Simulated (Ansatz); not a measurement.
# MoIr4: the cost of one run

Method: DFT PBE, scalar-relativistic, plane waves, PAW, in Ansatz 0.2.0.

## Step 1: The structure to begin with

The structure is cubic, space group Pm-3m (No. 221). Conventional cell: a = 4.322 Å, b = 4.322 Å, c = 4.322 Å, α = 90.00°, β = 90.00°, γ = 90.00°. Mo (site symmetry m-3m) has 6 Ir at 2.16 Å in its first shell of neighbours. Around Ir (site symmetry 4/mmm) lie 2 Mo at 2.16 Å. Ir (site symmetry m-3m) has 12 Ir at 3.06 Å in its first shell of neighbours.

Structure file:

```
CELL_PARAMETERS angstrom
4.32166 0.00000 0.00000
0.00000 4.32166 0.00000
0.00000 0.00000 4.32166
ATOMIC_POSITIONS crystal
Mo 0.00000 0.00000 0.00000
Ir 0.50000 0.00000 0.00000
Ir 0.00000 0.50000 0.00000
Ir 0.00000 0.00000 0.50000
Ir 0.50000 0.50000 0.50000
```

Recipe of the guess: random cell by space group and Wyckoff sites (Pm-3m, No. 221). The dimensions are guesses.

## Step 2: A first look at the guess

File input.yaml:

```yaml
crystal:
  lattice:
    - [4.32166422, 0.0, 0.0]
    - [0.0, 4.32166422, 0.0]
    - [0.0, 0.0, 4.32166422]
  atoms:
    - { symbol: Mo, position: [0.0, 0.0, 0.0] }
    - { symbol: Ir, position: [0.5, 0.0, 0.0] }
    - { symbol: Ir, position: [0.0, 0.5, 0.0] }
    - { symbol: Ir, position: [0.0, 0.0, 0.5] }
    - { symbol: Ir, position: [0.5, 0.5, 0.5] }
basis:
  ecutwfc: 420
kpoints:
  mp_grid: { grid: [4, 4, 4] }
hamiltonian:
  xc: pbe
scf:
  occupations: { method: gaussian, width: 0.1 }
  lower_state_search: "off"
output:
  forces: true
  stress: true
  eigenvalues: true
```

Run with:

```bash
$ ansatz run input.yaml --threads 1 --pin off --max-ram 2560MiB --backend cpu --events-out ev --progress --plain --runs-dir out
```

Q: Estimate wall time and peak memory on 1 thread of Intel Xeon at 2.50GHz (Skylake/Cascade Lake), shared host.

About 4.4 s, with a peak of 0.37 GiB.
